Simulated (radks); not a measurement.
**Valence configurations of C**

NIST gives [He] 2s2 2p2 as the ground configuration of C. Does this level of theory agree? Several fillings of the valence shells are run.

Method: Dirac Kohn-Sham, PBE, spin-unpolarised, spherical densities, point nucleus; open shells fill j = l - 1/2 first. Code: radks (a radial shooting solver on a logarithmic mesh, Libxc functionals) version 1.

## 1. The system

| Property | Result |
| --- | --- |
| element | carbon (Z = 6) |
| charge | 0 |
| electrons | 6 |
| configuration | [He] 2s2 2p2 |
| others tried | 2s1 2p3; 2p4; 2s1.5 2p2.5 |

## 2. [He] 2s2 2p2

Settings of this run:

```text
Z 6
configuration [He] 2s2 2p2
relativity Dirac
functional pbe,pbe
spin unpolarised
j_filling energy
nucleus point
c 137.035999084
```

## 3. [He] 2s1 2p3

Input: that of step 2 with these lines changed.

```diff
@@ -1,3 +1,3 @@
 Z 6
-configuration [He] 2s2 2p2
+configuration [He] 2s1 2p3
 relativity Dirac
```

## 4. [He] 2p4

Input: that of step 3 with these lines changed.

```diff
@@ -1,3 +1,3 @@
 Z 6
-configuration [He] 2s1 2p3
+configuration [He] 2p4
 relativity Dirac
```

## 5. [He] 2s1.5 2p2.5

Input: that of step 4 with these lines changed.

```diff
@@ -1,3 +1,3 @@
 Z 6
-configuration [He] 2p4
+configuration [He] 2s1.5 2p2.5
 relativity Dirac
```

Before running it: what results should come out? Wanted: for each run, valence; E − E(NIST configuration); highest level; its energy; 1s shift.

The runs gave:

```
    valence  E − E(NIST configuration) (eV)  highest level  its energy (eV)  1s shift (eV)
    2s2 2p2                           0.000          2p1/2           -5.288          +0.00
2s1.5 2p2.5                           4.237          2p3/2           -5.500          -0.50
    2s1 2p3                           8.481          2p3/2           -5.707          -0.97
        2p4                          16.981          2p3/2           -6.087          -1.85
```

Theory agrees with NIST among these: the next, 2s1.5 2p2.5, lies 4.237 eV higher. The energies are those of spherical spin-averaged densities, not of single terms. The 1s eigenvalue shifts by up to 1.85 eV as the valence charge is rearranged.
